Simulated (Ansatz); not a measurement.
# CH7F2NOSi2: a ladder of functionals and wavefunction methods

How much do the methods differ for CH7F2NOSi2? The plan is to run it at one geometry with functionals of several rungs and with coupled cluster, and see how far each lands from CCSD(T) at the basis-set limit for the atomisation energy.

Method: functionals in def2-TZVPP, the program's frozen cores in correlated methods; program: Ansatz 0.2.0, Gaussian basis.

Plan: PBE-D4, r2SCAN-D4, PBE0-D4, B3LYP-D4, ωB97X-V, ωB97M-V, B2PLYP; CCSD(T)/def2-TZVPP; MP2/def2-QZVPP; extrapolation to the limit.

## Step 1: Structure used throughout

The geometry comes from an earlier relaxation with PBE0-D4 in a triple-zeta def2 set; it is a stationary point, not always the lowest conformer.

14 atoms, charge 0, spin multiplicity 1.

Atoms are counted from 1 here; the program's logs count them from 0.

Bond lengths: C1–N2 1.465 Å, C1–H8 1.095 Å, C1–H9 1.095 Å, C1–H10 1.090 Å, N2–Si3 1.733 Å, N2–Si5 1.696 Å, Si3–O4 1.641 Å, Si3–H11 1.482 Å, Si3–H12 1.489 Å, O4–H13 0.960 Å, Si5–F6 1.588 Å, Si5–F7 1.595 Å, Si5–H14 1.469 Å. Angles: N2–C1–H8 111.4°, N2–C1–H9 110.9°, N2–C1–H10 110.8°, H8–C1–H9 108.1°, H8–C1–H10 107.8°, H9–C1–H10 107.6°, C1–N2–Si3 116.8°, C1–N2–Si5 122.8°, Si3–N2–Si5 120.4°, N2–Si3–O4 107.8°, N2–Si3–H11 111.7°, N2–Si3–H12 108.4°, O4–Si3–H11 106.3°, O4–Si3–H12 113.2°, H11–Si3–H12 109.6°, Si3–O4–H13 118.1°, N2–Si5–F6 108.1°, N2–Si5–F7 110.5° and more.

## Step 2: PBE-D4 (GGA)

in.yaml reads:

```yaml
crystal:
  periodic: [false, false, false]
  atoms:
    - {symbol: C, position_ang: [-0.755061, -0.211973, -1.585364]}
    - {symbol: N, position_ang: [-0.040970, -0.020166, -0.320414]}
    - {symbol: Si, position_ang: [-0.341233, -1.181207, 0.930328]}
    - {symbol: O, position_ang: [0.479238, -0.699655, 2.267418]}
    - {symbol: Si, position_ang: [1.017271, 1.277760, -0.050162]}
    - {symbol: F, position_ang: [0.938109, 2.248016, -1.305240]}
    - {symbol: F, position_ang: [0.551905, 2.124010, 1.219409]}
    - {symbol: H, position_ang: [-0.438972, -1.132655, -2.086125]}
    - {symbol: H, position_ang: [-1.835699, -0.268788, -1.419325]}
    - {symbol: H, position_ang: [-0.569013, 0.618868, -2.265402]}
    - {symbol: H, position_ang: [0.190500, -2.518169, 0.575737]}
    - {symbol: H, position_ang: [-1.811597, -1.269370, 1.145279]}
    - {symbol: H, position_ang: [0.188797, 0.098867, 2.713321]}
    - {symbol: H, position_ang: [2.426735, 0.934462, 0.180530]}
basis:
  gaussian: {orbitals: def2-TZVPP}
hamiltonian: {xc: pbe, dispersion: d4}
output: {forces: true, orbitals: {seedname: orbitals}}
```

Launch:

```
ansatz run in.yaml --threads 2 --pin off --events-out ev --progress --plain --max-ram 32768MiB --backend cuda --devices 0, --max-vram 18GiB
```

After this run come: r2SCAN-D4 (meta-GGA); PBE0-D4 (hybrid); B3LYP-D4 (hybrid); ωB97X-V (range-separated); ωB97M-V (range-separated); B2PLYP (double hybrid); CCSD(T) in def2-TZVPP; MP2 in def2-QZVPP.

Before running them: what should the planned runs give, taken together? Wanted: atomisation energy, CCSD(T)/CBS; farthest; mean size of error, hybrid; mean size of error, range-separated; gap, smallest and largest; T1 diagnostic; triples share of the correlation energy.

The runs gave:

| quantity | value |
| --- | --- |
| atomisation energy, CCSD(T)/CBS | 5442.0 kJ/mol |
| functionals within 27.2 kJ/mol (0.5 %) | PBE-D4, ωB97X-V, ωB97M-V |
| farthest | B2PLYP (-84.6 kJ/mol) |
| mean size of error, hybrid | 59.3 kJ/mol |
| mean size of error, range-separated | 4.0 kJ/mol |
| gap, smallest and largest | 5.44 eV (PBE-D4), 12.12 eV (ωB97X-V) |
| T1 diagnostic | 0.0114 |
| triples share of the correlation energy | 3.3 % |

**Reading.** PBE-D4 misses by +17.3 kJ/mol. Double hybrids carry the basis error of their MP2 part in triple zeta, and no dispersion term here, so their miss is partly the set-up's. Misses under about 27.2 kJ/mol are within the doubt on the reference itself, which lacks core-valence correlation, relativity and higher excitations. Hartree-Fock recovers 73 % of the binding; the rest is correlation. The gap grows from 5.4 to 12.1 eV across the functionals, mostly with the share of exact exchange.
